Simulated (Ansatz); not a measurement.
# TePH3: a ladder of functionals and wavefunction methods

One table from this session's results is given with a row withheld; the runs are named, their logs left out.

Computed with Ansatz 0.2.0, Gaussian basis. Level: functionals in def2-TZVPP, the program's frozen cores in correlated methods.

Plan: LDA (SPW92), PBE-D4, revPBE-D4, BLYP-D4, r2SCAN-D4, B97M-V, PBE0-D4, B3LYP-D4, r2SCANh-D4, r2SCAN0-D4, HSE06-D4, BHLYP-D4, CAM-B3LYP-D4, LC-ωPBE, ωB97X-V, ωB97M-V, B2PLYP, PBE-QIDH; CCSD(T)/def2-SVP; CCSD(T)/def2-TZVPP; MP2/def2-QZVPP; extrapolation to the limit; RPA on PBE.

1 further run of the same task is left out (for a known fault of the program).

### Structure used throughout

The geometry comes from an earlier relaxation with PBE0-D4 in a triple-zeta def2 set; it is a stationary point. Te takes the def2 core potential; no spin-orbit term is included.

SMILES `P[TeH]`, 5 atoms, charge 0, spin multiplicity 1.

Atoms are counted from 1 here; the program's logs count them from 0.

Bond lengths: P1–Te2 2.468 Å, P1–H3 1.419 Å, P1–H4 1.419 Å, Te2–H5 1.658 Å. Angles: Te2–P1–H3 96.1°, Te2–P1–H4 96.1°, H3–P1–H4 93.1°, P1–Te2–H5 91.5°.

Set-up of the first run:

The input, in.yaml:

```yaml
crystal:
  periodic: [false, false, false]
  atoms:
    - {symbol: P, position_ang: [-0.831521, -0.426803, 0.018667]}
    - {symbol: Te, position_ang: [1.317429, 0.785208, -0.050301]}
    - {symbol: H, position_ang: [-0.469869, -1.313115, 1.066555]}
    - {symbol: H, position_ang: [-0.506546, -1.368039, -0.992733]}
    - {symbol: H, position_ang: [0.540408, 2.249049, -0.083489]}
basis:
  gaussian: {orbitals: def2-TZVPP}
hamiltonian: {xc: lda}
output: {orbitals: {seedname: orbitals}}
```

Launch:

```console
$ ansatz run in.yaml --threads 2 --pin off --events-out ev --progress --plain --max-ram 4352MiB
```

Among the steps run: LDA; PBE-D4 (GGA); revPBE-D4 (GGA); BLYP-D4 (GGA); r2SCAN-D4 (meta-GGA); B97M-V (meta-GGA); B3LYP-D4 (hybrid); r2SCANh-D4 (hybrid); r2SCAN0-D4 (hybrid); HSE06-D4 (hybrid); BHLYP-D4 (hybrid); CAM-B3LYP-D4 (range-separated); LC-ωPBE (range-separated); ωB97X-V (range-separated); ωB97M-V (range-separated); B2PLYP (double hybrid); PBE-QIDH (double hybrid).

One of the session's tables, all rows but one given; the rest of the session is left out.

It belongs to the step «Orbital energies across the functionals». 

```
  functional  HOMO (eV)  gap (eV)
 LDA (SPW92)      -5.61      3.36
      PBE-D4      -5.48      3.42
   revPBE-D4      -5.43      3.45
     BLYP-D4      -5.30      3.36
   r2SCAN-D4      -5.72      3.85
      B97M-V      -5.71      3.89
     PBE0-D4      -6.51      5.25
    B3LYP-D4      -6.29      4.82
  r2SCANh-D4      -6.10      4.52
  r2SCAN0-D4      -6.67      5.51
    HSE06-D4      -6.12      4.49
    BHLYP-D4      -7.38      6.98
CAM-B3LYP-D4      -7.73      7.46
     LC-ωPBE      -9.05      9.86
     ωB97X-V          ?         ?
     ωB97M-V      -8.60      9.14
```

Q: Estimate the row for ωB97X-V from the others.

The run gave: HOMO (eV): -8.72; gap (eV): 9.44. In the column «HOMO (eV)» it lies between LC-ωPBE (-9.05) and ωB97M-V (-8.60).
